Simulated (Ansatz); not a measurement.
Runs of Ansatz 0.2.0 on BiTe. It takes space group Fm-3m (No. 225, cubic). Conventional cell: a = 6.470 Å, b = 6.470 Å, c = 6.470 Å, α = 90.00°, β = 90.00°, γ = 90.00°. Bi (site symmetry m-3m) is surrounded by 6 Te at 3.23 Å. Te (site symmetry m-3m) has 6 Bi at 3.23 Å as nearest neighbours. 

```csv
task,level,cutoff (eV),points for each segment of the path,gap on the mesh (eV),pressure (GPa),V0 of scaled cells (Å³/atom),B0 (GPa)
equation of state,LDA,420,-,-,-,32.10,(b)
band structure,LDA,420,14,none,-2.7,-,-
equation of state,r2SCAN,500,-,-,-,33.93,51
band structure,r2SCAN,500,14,none,(a),-,-
```

Alike in all rows: potentials or basis Ansatz PAW; no spin polarisation; cell as given; k mesh 7 × 7 × 7; smearing fermi-dirac 0.05 eV.

Fill in the values left out.

(a) 0.1; (b) 56.

Caveats: spin-orbit coupling is left out, which moves the levels of the heavy elements; the PAW data sets come from PBE, with cores solved anew for the run's functional, which leaves a small shift of forces and pressure (some runs); the PAW data sets were made with another functional, which shifts forces and pressure a little (some runs).

A k mesh can miss the band edges, and the runs leave out spin-orbit coupling on Bi, Te.

A gap of «none» marks a metal or a gap under the smearing width.

Runs at the PBE level aren't shown here.
